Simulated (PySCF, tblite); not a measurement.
# C₄H₇PSSi: infrared bands and NMR shifts

Wanted: the infrared bands and NMR shifts of C₄H₇PSSi (`Cc1pcc([SiH3])s1`), by calculation.

The runs use tblite 0.8.0 and PySCF 2.14.0, with density-fitted response routines of our own; the level of theory stands in each step. All values are computed, except where a source is named. Atoms count from 0, in the outputs and in this text.

### 1 The starting structure

14 atoms, charge 0, multiplicity 1; geometry from: GFN2-xTB.

Bonds of the start (Å): C0–C1 1.49, C1–P2 1.71, P2–C3 1.76, C3–C4 1.36, C4–Si5 1.88, C4–S6 1.73, S6–C1 1.73, C0–H7 1.09, C0–H8 1.09, C0–H9 1.09, C3–H10 1.08, Si5–H11 1.46, Si5–H12 1.46, Si5–H13 1.46.

### 2 Harmonic vibrations with GFN2-xTB

What the job is given:

```
{"job": {"kind": "ir", "xc": "GFN2-xTB", "basis": "xTB"}, "charge": 0, "multiplicity": 1}
C      2.924848    -0.396150    -0.069431
C      1.522121     0.112690    -0.057604
P      1.067309     1.750633     0.165997
C     -0.655178     1.393138     0.033570
C     -1.049516     0.111589    -0.176388
Si    -2.812467    -0.521618    -0.352028
S      0.243697    -1.031038    -0.288064
H      3.076450    -1.134867     0.718937
H      3.155136    -0.875979    -1.021708
H      3.619074     0.427404     0.084206
H     -1.383426     2.185357     0.117759
H     -3.059091    -1.508088     0.701098
H     -3.696319     0.634618    -0.215890
H     -2.953318    -1.148162    -1.667599
```

**Question.** This job is followed by: GIAO PBE0/pcSseg-1 NMR shielding, non-relativistic, gas phase. Predict these results of the whole session: strongest single infrared mode (GFN2-xTB); zero-point energy (GFN2-xTB); ¹³C shifts against TMS (PBE0/pcSseg-1); ¹H shifts against TMS (PBE0/pcSseg-1, means over atoms taken as alike); ³¹P shifts against H3PO4 (PBE0/pcSseg-1); ²⁹Si shifts against TMS (PBE0/pcSseg-1); ³³S shifts against CS2 (PBE0/pcSseg-1).

As calculated:

```
                                                              quantity                          value
                             strongest single infrared mode (GFN2-xTB)           787 cm⁻¹, 484 km/mol
                                          zero-point energy (GFN2-xTB)                  57.0 kcal/mol
                                ¹³C shifts against TMS (PBE0/pcSseg-1)  204.9, 162.1, 151.4, 21.0 ppm
¹H shifts against TMS (PBE0/pcSseg-1, means over atoms taken as alike)           8.15, 4.74, 3.16 ppm
                              ³¹P shifts against H3PO4 (PBE0/pcSseg-1)                      224.4 ppm
                               ²⁹Si shifts against TMS (PBE0/pcSseg-1)                      -75.6 ppm
                                ³³S shifts against CS2 (PBE0/pcSseg-1)                        371 ppm
```

**Reading.** All 36 modes are real, so the xTB geometry is a minimum. Unscaled tight-binding wavenumbers are off by several per cent, some by more. Its intensities can rank the bands wrongly. At PBE0/pcSseg-1: Shielding is most anisotropic at P2 (span 473 ppm, paramagnetic term -875 ppm). NICS(1)zz of -24 ppm above the planar ring from C1 marks a diatropic (aromatic) ring current.
